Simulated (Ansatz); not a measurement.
# ZrF+ (triplet): wave-function methods side by side, def2-QZVPP

An exercise on one series of results from a longer session: the logs are not shown, and one member is left open.

Computed with Ansatz 0.2.0, Gaussian basis. Level: def2-QZVPP, core rule «outside noble gas», up to 5 orbitals frozen.

The runs, in order: UHF; ROHF; CCSD(T) on UHF.

2 further runs of the same task are left out: 2 set aside as unsound or not needed. Runs told in other sessions of the task aren't counted.

### The system

The geometry is a PBE0/def2-TZVP stationary point (not a proven minimum) of the parent state, kept for this charge and spin. No spin-orbit coupling is included. Elements past krypton take def2 core potentials.

2 atoms, charge 1, spin multiplicity 3.

Atoms are counted from 1 here; the program's logs count them from 0.

Bond lengths: Zr1–F2 1.857 Å.

The first run:

Contents of in.yaml:

```yaml
crystal:
  periodic: [false, false, false]
  atoms:
    - {symbol: Zr, position_ang: [0.000000, 0.000000, 0.000000]}
    - {symbol: F, position_ang: [0.000000, 0.000000, 1.857200]}
basis:
  gaussian: {orbitals: "def2-QZVPP.json"}
total_charge: 1
magnetization: {spin_polarized: true, initial_magnetization: 2}
hamiltonian: {xc: hf}
output: {orbitals: {seedname: orbitals}}
```

Started as:

```
ansatz run in.yaml --threads 1 --pin off --events-out ev --progress --plain --max-ram 4096MiB --backend cpu
```

Steps of the session up to this table: UHF; ROHF; CCSD(T) on UHF.

One table of the session follows, with a row left open; its other results are not shown here.

It belongs to the step «Misses and costs». 

```
  method  from UCCSD(T) (meV)
    ROHF              +9184.8
     UHF              +9073.0
    UMP2               +225.0
   UCCSD                    ?
UCCSD(T)                    0
```

Q: Estimate the row for UCCSD from the others.

The run gave: from UCCSD(T) (meV): +357.3. In the column «from UCCSD(T) (meV)» it lies between UMP2 (+225.0) and UHF (+9073.0).
